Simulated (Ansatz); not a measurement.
Hf2Pd2Se2Br2O3:

```xyz
11
Lattice="5.6066 -0.0935 -0.0141 1.6139 5.3351 0.0025 1.3692 1.9153 8.3154" Properties=species:S:1:pos:R:3 pbc="T T T"
Hf    2.3902    3.4984    0.1883
Hf    6.1995    3.6586    8.1156
Pd    1.4915    3.6252    4.1590
Pd    0.6846    0.9576    4.1577
Se    1.0298    2.2924    2.1069
Se    7.5599    4.8645    6.1970
Br    4.2949    3.5785    4.1519
Br    3.4879    0.9109    4.1507
O     4.3489    3.6281    7.6532
O     4.2408    3.5289    0.6507
O     0.0000    0.0000    0.0000
```

The cell was built by a generator and needn't be a form met in nature.

Base run:

```yaml
Program: Ansatz 0.2.0
Functional: PBE
Potentials_or_basis: all-electron LAPW, scalar-relativistic
Cutoff: 481 eV (chosen from the basis error)
Basis_error_allowed: 0.002 eV/atom
k_mesh: 4 × 4 × 3
Occupations: fermi-dirac, width 0.05 eV
Spin: no spin polarisation
Hubbard_terms: Hf d U = 3 eV, Pd d U = 3 eV
```

Its results: band gap on the k mesh none (metal or under the smearing width); pressure 1.4 GPa; largest force 0.323 eV/Å.

**Question.** The run is repeated on the same cell with these changes: hubbard terms from Hf d U = 3 eV, Pd d U = 3 eV to Hf d U = 6 eV, Pd d U = 6 eV. What comes out?

**Answer.** Band gap on the k mesh none (metal or under the smearing width); pressure 2.9 GPa; largest force 0.690 eV/Å.

Caveats: the k mesh is thin for a metal, which can move the energy by tens of meV per atom; U is the effective U less J, on atomic orbitals that reach past the spheres; U without spin polarisation on a metal has little footing.
